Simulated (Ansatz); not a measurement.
**CH5B2N: how energies converge with the basis set**

The task here is to estimate one member of a computed series from the others.

Method: one geometry, several basis sets; program: Ansatz 0.2.0, Gaussian basis.

The runs, in order: PBE0-D4/def2-SVP; ωB97M-V/def2-SVP; PBE0-D4/def2-QZVPP; ωB97M-V/def2-QZVPP; the functionals' def2-TZVPP values are taken from earlier runs.

### The geometry

All runs share one geometry, relaxed beforehand with PBE0-D4 in a triple-zeta def2 set.

SMILES `BB1CN1`, 9 atoms, charge 0, spin multiplicity 1.

Atoms are counted from 1 here; the program's logs count them from 0.

Bond lengths: B1–B2 1.632 Å, B1–H5 1.198 Å, B1–H6 1.197 Å, B2–C3 1.590 Å, B2–N4 1.356 Å, C3–N4 1.443 Å, C3–H7 1.088 Å, C3–H8 1.090 Å, N4–H9 1.003 Å. Angles: B2–B1–H5 121.0°, B2–B1–H6 122.0°, H5–B1–H6 116.8°, B1–B2–C3 146.8°, B1–B2–N4 155.1°, C3–B2–N4 58.0°, B2–C3–N4 52.8°, B2–C3–H7 121.4°, B2–C3–H8 118.9°, N4–C3–H7 116.7°, N4–C3–H8 118.4°, H7–C3–H8 114.6°, B2–N4–C3 69.2°, B2–N4–H9 148.3°, C3–N4–H9 134.0°.

Coordinates:

```mol
CH5B2N
  3D, bonds by distance, orders not assigned

  9  9  0  0  0  0  0  0  0  0999 V2000
   -0.7275    1.3278   -0.9944 B   0  0
   -0.1664    0.1974    0.0410 B   0  0
    0.5753   -1.1985    0.2118 C   0  0
    0.1426   -0.3076    1.2606 N   0  0
    0.0180    2.0982   -1.5290 H   0  0
   -1.8791    1.3770   -1.3182 H   0  0
    0.0394   -2.1410    0.1192 H   0  0
    1.6407   -1.2594   -0.0101 H   0  0
    0.4454   -0.1403    2.2022 H   0  0
  1  2  8  0
  2  3  8  0
  3  4  8  0
  1  5  8  0
  1  6  8  0
  3  7  8  0
  3  8  8  0
  4  9  8  0
  2  4  8  0
M  END
```

The first run:

in.yaml reads:

```yaml
crystal:
  periodic: [false, false, false]
  atoms:
    - {symbol: B, position_ang: [-0.727506, 1.327817, -0.994444]}
    - {symbol: B, position_ang: [-0.166410, 0.197357, 0.041015]}
    - {symbol: C, position_ang: [0.575308, -1.198465, 0.211761]}
    - {symbol: N, position_ang: [0.142575, -0.307577, 1.260579]}
    - {symbol: H, position_ang: [0.017997, 2.098196, -1.528961]}
    - {symbol: H, position_ang: [-1.879106, 1.377010, -1.318164]}
    - {symbol: H, position_ang: [0.039412, -2.140951, 0.119158]}
    - {symbol: H, position_ang: [1.640699, -1.259397, -0.010126]}
    - {symbol: H, position_ang: [0.445429, -0.140289, 2.202183]}
basis:
  gaussian: {orbitals: def2-SVP}
hamiltonian: {xc: pbe0, dispersion: d4}
output: {orbitals: {seedname: orbitals}}
```

Among the steps run: PBE0-D4 in def2-SVP; ωB97M-V in def2-SVP; PBE0-D4 in def2-QZVPP; ωB97M-V in def2-QZVPP.

One of the session's tables, all rows but one given; the rest of the session is left out.

```
functional       basis  HOMO (eV)  LUMO (eV)
   PBE0-D4    def2-SVP      -7.44      -1.67
   PBE0-D4  def2-TZVPP      -7.50      -1.80
   PBE0-D4  def2-QZVPP      -7.51      -1.83
   ωB97M-V    def2-SVP          ?          ?
   ωB97M-V  def2-TZVPP      -9.73       0.10
   ωB97M-V  def2-QZVPP      -9.74       0.01
```

Estimate the missing values for ωB97M-V, def2-SVP.

**Answer.** HOMO (eV): -9.66; LUMO (eV): 0.36. In the column «HOMO (eV)» it lies between ωB97M-V, def2-TZVPP (-9.73) and PBE0-D4, def2-QZVPP (-7.51).
